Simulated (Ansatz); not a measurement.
**Cl2FOSi radical: basis-set convergence**

Aim: see how fast density functionals converge with the basis set for Cl2FOSi radical.

Computed with Ansatz 0.2.0, Gaussian basis. Level: one geometry, several basis sets.

The runs, in order: PBE0-D4/def2-SVP; ωB97M-V/def2-SVP; PBE0-D4/def2-QZVPP; ωB97M-V/def2-QZVPP; the functionals' def2-TZVPP values are taken from earlier runs.

## Step 1: The geometry

An earlier PBE0-D4 in a triple-zeta def2 set relaxation fixed the geometry.

SMILES `[O][Si](F)(Cl)Cl`, 5 atoms, charge 0, spin multiplicity 2.

Atoms are counted from 1 here; the program's logs count them from 0.

Bond lengths: O1–Si2 1.643 Å, Si2–F3 1.574 Å, Si2–Cl4 2.012 Å, Si2–Cl5 2.011 Å. Angles: O1–Si2–F3 113.3°, O1–Si2–Cl4 105.6°, O1–Si2–Cl5 107.2°, F3–Si2–Cl4 108.3°, F3–Si2–Cl5 107.9°, Cl4–Si2–Cl5 114.8°.

## Step 2: PBE0-D4 in def2-SVP

in.yaml reads:

```yaml
crystal:
  periodic: [false, false, false]
  atoms:
    - {symbol: O, position_ang: [1.205179, -1.120893, 0.351019]}
    - {symbol: Si, position_ang: [0.001992, -0.037316, 0.071864]}
    - {symbol: F, position_ang: [-0.944508, 0.175525, 1.311101]}
    - {symbol: Cl, position_ang: [-1.088599, -0.815843, -1.428500]}
    - {symbol: Cl, position_ang: [0.875736, 1.725026, -0.346984]}
basis:
  gaussian: {orbitals: def2-SVP}
magnetization: {spin_polarized: true, initial_magnetization: 1}
hamiltonian: {xc: pbe0, dispersion: d4}
output: {orbitals: {seedname: orbitals}}
```

On the command line:

```console
> ansatz run in.yaml --threads 4 --pin off --events-out ev --progress --plain --max-ram 10444MiB
```

Further steps of the session: ωB97M-V in def2-SVP; PBE0-D4 in def2-QZVPP; ωB97M-V in def2-QZVPP.

Before running them: what should the planned runs give, taken together? Wanted: PBE0-D4: double and triple zeta above quadruple; ωB97M-V: double and triple zeta above quadruple.

**Answer**, as computed:

| quantity | value |
| --- | --- |
| PBE0-D4: double and triple zeta above quadruple | 19.10, 1.27 eV |
| ωB97M-V: double and triple zeta above quadruple | 19.01, 1.20 eV |

For PBE0-D4 the step from double to triple zeta gains 17.83 eV and the next only 1.27 eV. Total energies overstate the basis error of differences, where much of it tends to cancel.
